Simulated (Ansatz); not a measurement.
# F3GeH3Si: the cost of one run

Computed with Ansatz 0.2.0. Level: RKS B3LYP-D4/def2-SVP.

1 further run of the same task is left out (set aside as unsound or not needed).

**1. The system as given**

8 atoms, charge 0, spin multiplicity 1.

Atoms are counted from 1 here; the program's logs count them from 0.

Bond lengths: F1–Ge2 1.745 Å, Ge2–F3 1.745 Å, Ge2–F4 1.745 Å, Ge2–Si5 2.389 Å, Si5–H6 1.499 Å, Si5–H7 1.499 Å, Si5–H8 1.499 Å. Angles: F1–Ge2–F3 105.1°, F1–Ge2–F4 105.1°, F1–Ge2–Si5 113.6°, F3–Ge2–F4 105.1°, F3–Ge2–Si5 113.5°, F4–Ge2–Si5 113.5°, Ge2–Si5–H6 107.5°, Ge2–Si5–H7 107.1°, Ge2–Si5–H8 107.2°, H6–Si5–H7 111.6°, H6–Si5–H8 111.6°, H7–Si5–H8 111.6°.

Geometry (Å):

```xyz
8
F3GeH3Si
F     1.41236   -1.07757    1.63223
Ge    0.45864   -0.99574    0.17303
F    -0.71778   -2.27547    0.32762
F     1.53184   -1.51626   -1.10106
Si   -0.51341    1.15183   -0.21657
H    -1.40008    1.46302    0.95093
H     0.61439    2.13234   -0.32936
H    -1.29406    1.06065   -1.49272
```

**2. Relaxation**

input.yaml reads:

```yaml
crystal:
  periodic: [false, false, false]
  atoms:
    - { symbol: F, position_ang: [1.412359, -1.077568, 1.632227] }
    - { symbol: Ge, position_ang: [0.45864, -0.995741, 0.173035] }
    - { symbol: F, position_ang: [-0.717776, -2.275466, 0.327619] }
    - { symbol: F, position_ang: [1.531842, -1.516257, -1.101063] }
    - { symbol: Si, position_ang: [-0.513409, 1.151826, -0.216569] }
    - { symbol: H, position_ang: [-1.400084, 1.463017, 0.95093] }
    - { symbol: H, position_ang: [0.614392, 2.132344, -0.329363] }
    - { symbol: H, position_ang: [-1.294064, 1.060645, -1.492715] }
basis:
  gaussian: { orbitals: def2-SVP }
hamiltonian:
  xc: { name: B3LYP }
  dispersion: d4
output:
  forces: true
relax:
  f_tol: 0.003
  max_steps: 120
```

On the command line:

```
$ ansatz run input.yaml --threads 1 --pin off --max-ram 2560MiB --backend cpu --events-out ev --progress --plain --runs-dir out
```

What time and memory should one allow on 1 thread of Arm Neoverse V2, shared host?

About 31 s, with a peak of 0.25 GiB.
